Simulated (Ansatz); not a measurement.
# AlBrFH5N2: the cost of one run

All numbers below are computed with Ansatz 0.2.0 (RKS PBE0/def2-mTZVP).

### 1 The system as given

Bond lengths: Al1–F2 2.040 Å, Al1–N3 1.920 Å, N3–H4 1.060 Å, N3–H5 1.060 Å, Al1–N6 1.920 Å, N6–H7 1.060 Å, N6–H8 1.060 Å, Al1–Br9 2.710 Å, Br9–H10 1.786 Å. Angles: F2–Al1–N3 120.0°, F2–Al1–N6 120.0°, F2–Al1–Br9 71.6°, N3–Al1–N6 120.0°, N3–Al1–Br9 96.8°, N6–Al1–Br9 101.3°, Al1–N3–H4 120.0°, Al1–N3–H5 120.0°, H4–N3–H5 120.0°, Al1–N6–H7 120.0°, Al1–N6–H8 120.0°, H7–N6–H8 120.0°, Al1–Br9–H10 57.6°.

Structure file:

```xyz
10

Al    0.0000    0.0000    0.0000
F     0.0000    0.0000    2.0400
N     1.6627    0.0000   -0.9600
H     2.1293   -0.9179   -1.2118
H     2.1141    0.9179   -1.2382
N    -1.6627    0.0000   -0.9600
H    -2.3316   -0.8164   -0.8614
H    -1.9118    0.8164   -1.5886
Br    0.1215    2.5689    0.8545
H     0.0562    1.1879    1.9844
```

### 2 A restrained relaxation towards end A

Springs on the bonds that form and break draw the guess towards this end; the thresholds are loose.

Contents of input.yaml:

```yaml
crystal:
  periodic: [false, false, false]
  atoms:
    - { symbol: Al, position_ang: [0.0, 0.0, 0.0] }
    - { symbol: F, position_ang: [0.0, 0.0, 2.04] }
    - { symbol: "N", position_ang: [1.6627, 0.0, -0.96] }
    - { symbol: H, position_ang: [2.1293, -0.9179, -1.2118] }
    - { symbol: H, position_ang: [2.1141, 0.9179, -1.2382] }
    - { symbol: "N", position_ang: [-1.6627, 0.0, -0.96] }
    - { symbol: H, position_ang: [-2.3316, -0.8164, -0.8614] }
    - { symbol: H, position_ang: [-1.9118, 0.8164, -1.5886] }
    - { symbol: Br, position_ang: [0.1215, 2.5689, 0.8545] }
    - { symbol: H, position_ang: [0.0562, 1.1879, 1.9844] }
basis:
  gaussian: { orbitals: def2-mTZVP }
hamiltonian:
  xc: pbe0
relax:
  f_tol: 0.15
  max_steps: 25
  restrain:
    - { distance: [0, 8], at: 3.61, k: 30.0 }
    - { distance: [9, 1], at: 2.12, k: 30.0 }
    - { distance: [0, 1], at: 1.69, k: 30.0 }
    - { distance: [9, 8], at: 1.55, k: 30.0 }
output:
  orbitals: {}
```

Launch:

```
> ansatz run input.yaml --threads 4 --pin off --max-ram 5120MiB --backend cpu --events-out ev --progress --plain --runs-dir out
```

**Question.** How long does this run take on 4 threads of Arm Neoverse V2, shared host, and how much memory does it need?

About 35 s, with a peak of 0.33 GiB.
